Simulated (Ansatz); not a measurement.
# Sn2TeSe: the cell at several levels of theory, part 2 of 2

The system is Sn2TeSe, ordered on the rocksalt lattice (P4/mmm) with 4 atoms a cell, a generated structure that needn't be the ground state.

Ansatz 0.2.0, plane waves.

**4. Results**

What follows sums up all 2 parts.

| level | a (Å) | c (Å) | volume (Å³/atom) | space group | SCF geometries |
| --- | --- | --- | --- | --- | --- |
| PBE | 4.409 | 6.268 | 30.455 | P4/mmm | 9 |
| r2SCAN | 4.381 | 6.226 | 29.875 | P4/mmm | 4 |

What this shows: From the start to the first minimum the volume moved by +34.0 %. The volume runs from r2SCAN (least) to PBE (most), a spread of 1.9 %, or 0.6 % in length if all axes shared it alike.
